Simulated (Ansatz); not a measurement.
# Zr3TiTe: the cost of one run

Computed with Ansatz 0.2.0 (DFT PBE, scalar-relativistic, plane waves, PAW, unless a step's input says otherwise).

## Step 1: The starting structure

The structure is hexagonal, space group P6/mmm (No. 191). The conventional cell has a = 4.667 Å, b = 4.667 Å, c = 6.468 Å, α = 90.00°, β = 90.00°, γ = 120.00°. Around Zr (site symmetry mmm) lie 4 Zr at 2.33 Å and 2 Ti at 2.33 Å. Ti (site symmetry 6/mmm) has 6 Zr at 2.33 Å and 2 Te at 3.23 Å as nearest neighbours. Te (site symmetry 6/mmm) is surrounded by 2 Ti at 3.23 Å.

Coordinates:

```cif
data_structure
_symmetry_space_group_name_H-M 'P 1'
_symmetry_Int_Tables_number 1
_cell_length_a 4.6669
_cell_length_b 4.6669
_cell_length_c 6.4678
_cell_angle_alpha 90.000
_cell_angle_beta 90.000
_cell_angle_gamma 120.000
_cell_volume 122.00
loop_
_atom_site_label
_atom_site_type_symbol
_atom_site_fract_x
_atom_site_fract_y
_atom_site_fract_z
_atom_site_occupancy
Zr1 Zr 0.50000 0.00000 0.00000 1
Zr2 Zr 0.00000 0.50000 0.00000 1
Zr3 Zr 0.50000 0.50000 0.00000 1
Ti1 Ti 0.00000 0.00000 0.00000 1
Te1 Te 0.00000 0.00000 0.50000 1
```

Recipe of the guess: random cell by space group and Wyckoff sites (P6/mmm, No. 191). The dimensions are guesses.

## Step 2: A first look at the guess

File input.yaml:

```yaml
crystal:
  lattice:
    - [4.66690448, 0.0, 0.0]
    - [-2.33345224, 4.04165783, 0.0]
    - [0.0, 0.0, 6.46781742]
  atoms:
    - { symbol: Zr, position: [0.5, 0.0, 0.0] }
    - { symbol: Zr, position: [0.0, 0.5, 0.0] }
    - { symbol: Zr, position: [0.5, 0.5, 0.0] }
    - { symbol: Ti, position: [0.0, 0.0, 0.0] }
    - { symbol: Te, position: [0.0, 0.0, 0.5] }
basis:
  ecutwfc: 420
kpoints:
  mp_grid: { grid: [6, 6, 4] }
hamiltonian:
  xc: pbe
scf:
  occupations: { method: gaussian, width: 0.1 }
  lower_state_search: "off"
output:
  forces: true
  stress: true
  eigenvalues: true
```

Started as:

```console
ansatz run input.yaml --threads 1 --pin off --max-ram 2560MiB --backend cpu --events-out ev --progress --plain --runs-dir out
```

**Question.** How long does this run take on 1 thread of AMD EPYC (Zen 3), shared host, and how much memory does it need?

About 17 s, with a peak of 0.46 GiB.
